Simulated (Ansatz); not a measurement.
# CH₅Cl₂InSe: a ladder of functionals and wavefunction methods

An exercise on one series of results from a longer session: the logs are not shown, and one member is left open.

Program: Ansatz 0.2.0, Gaussian basis. Level of theory: functionals in def2-TZVPP, the program's frozen cores in correlated methods. These are calculated values, not measurements.

The runs, in order: LDA (SPW92), PBE-D4, revPBE-D4, BLYP-D4, r2SCAN-D4, B97M-V, PBE0-D4, B3LYP-D4, r2SCANh-D4, r2SCAN0-D4, HSE06-D4, BHLYP-D4, CAM-B3LYP-D4, LC-ωPBE, ωB97X-V, ωB97M-V, B2PLYP, PBE-QIDH; CCSD(T)/def2-SVP; MP2/def2-TZVPP; MP2/def2-QZVPP; RPA on PBE.

1 further run of the same task is left out (for a known fault of the program). Runs told in other sessions of the task aren't counted.

## The relaxed structure

An earlier PBE0-D4 in a triple-zeta def2 set relaxation fixed the geometry. In takes the def2 core potential; no spin-orbit term is included.

SMILES `[CH3][In-]([Cl])([Cl])[SeH2+]`, 10 atoms, charge 0, spin multiplicity 1.

Atoms are counted from 1 here; the program's logs count them from 0.

Bond lengths: C1–In2 2.135 Å, C1–H6 1.089 Å, C1–H7 1.090 Å, C1–H8 1.089 Å, In2–Cl3 2.353 Å, In2–Cl4 2.352 Å, In2–Se5 2.897 Å, Se5–H9 1.470 Å, Se5–H10 1.470 Å. Angles: In2–C1–H6 109.2°, In2–C1–H7 109.8°, In2–C1–H8 109.2°, H6–C1–H7 109.4°, H6–C1–H8 110.0°, H7–C1–H8 109.3°, C1–In2–Cl3 121.9°, C1–In2–Cl4 121.8°, C1–In2–Se5 109.0°, Cl3–In2–Cl4 112.2°, Cl3–In2–Se5 90.0°, Cl4–In2–Se5 90.2°, In2–Se5–H9 97.9°, In2–Se5–H10 98.2°, H9–Se5–H10 91.5°.

Geometry (Å):

```mol
CH5Cl2InSe
  3D, bonds by distance, orders not assigned

 10  9  0  0  0  0  0  0  0  0999 V2000
   -1.4766   -0.8751    0.2766 C   0  0
    0.6194   -0.8326   -0.1290 In  0  0
    2.2170   -1.2559    1.5453 Cl  0  0
    1.4711   -1.2236   -2.2868 Cl  0  0
    1.4980    1.9243   -0.2699 Se  0  0
   -1.9934   -1.3495   -0.5566 H   0  0
   -1.8495    0.1414    0.4015 H   0  0
   -1.6523   -1.4380    1.1924 H   0  0
    0.8330    2.4117    0.9472 H   0  0
    0.4164    2.4461   -1.1178 H   0  0
  1  2  8  0
  2  3  8  0
  2  4  8  0
  2  5  8  0
  1  6  8  0
  1  7  8  0
  1  8  8  0
  5  9  8  0
  5 10  8  0
M  END
```

Set-up of the first run:

in.yaml reads:

```yaml
crystal:
  periodic: [false, false, false]
  atoms:
    - {symbol: C, position_ang: [-1.476555, -0.875139, 0.276562]}
    - {symbol: In, position_ang: [0.619448, -0.832587, -0.129041]}
    - {symbol: Cl, position_ang: [2.216985, -1.255871, 1.545323]}
    - {symbol: Cl, position_ang: [1.471138, -1.223647, -2.286788]}
    - {symbol: Se, position_ang: [1.498021, 1.924305, -0.269908]}
    - {symbol: H, position_ang: [-1.993406, -1.349537, -0.556619]}
    - {symbol: H, position_ang: [-1.849501, 0.141416, 0.401541]}
    - {symbol: H, position_ang: [-1.652323, -1.438014, 1.192423]}
    - {symbol: H, position_ang: [0.833024, 2.411689, 0.947191]}
    - {symbol: H, position_ang: [0.416368, 2.446084, -1.117784]}
basis:
  gaussian: {orbitals: def2-TZVPP}
hamiltonian: {xc: lda}
output: {orbitals: {seedname: orbitals}}
```

Started as:

```console
$ ansatz run in.yaml --threads 4 --pin off --events-out ev --progress --plain --max-ram 11315MiB
```

Steps of the session up to this table: LDA; PBE-D4 (GGA); revPBE-D4 (GGA); BLYP-D4 (GGA); r2SCAN-D4 (meta-GGA); B97M-V (meta-GGA); PBE0-D4 (hybrid); B3LYP-D4 (hybrid); r2SCANh-D4 (hybrid); r2SCAN0-D4 (hybrid); HSE06-D4 (hybrid); BHLYP-D4 (hybrid); CAM-B3LYP-D4 (range-separated); LC-ωPBE (range-separated); ωB97X-V (range-separated); ωB97M-V (range-separated); B2PLYP (double hybrid); PBE-QIDH (double hybrid).

One table of the session follows, with a row left open; its other results are not shown here.

It belongs to the step «Orbital energies across the functionals». 

| functional | HOMO (eV) | gap (eV) |
| --- | --- | --- |
| LDA (SPW92) | -6.88 | 4.73 |
| PBE-D4 | -6.72 | 4.80 |
| revPBE-D4 | -6.66 | 4.80 |
| BLYP-D4 | -6.56 | 4.72 |
| r2SCAN-D4 | -7.02 | 5.33 |
| B97M-V | -7.08 | 5.32 |
| PBE0-D4 | -7.97 | 6.96 |
| B3LYP-D4 | -7.73 | 6.45 |
| r2SCANh-D4 | -7.49 | 6.12 |
| r2SCAN0-D4 | -8.17 | 7.30 |
| HSE06-D4 | -7.58 | 6.18 |
| BHLYP-D4 | -9.07 | 8.95 |
| CAM-B3LYP-D4 | -9.27 | 9.22 |
| LC-ωPBE | -10.64 | 11.84 |
| ωB97X-V | -10.27 | 11.31 |
| ωB97M-V | ? | ? |

**Question.** Estimate the row for ωB97M-V.

**Answer.** HOMO (eV): -10.13; gap (eV): 10.93. In the column «HOMO (eV)» it lies between ωB97X-V (-10.27) and CAM-B3LYP-D4 (-9.27).
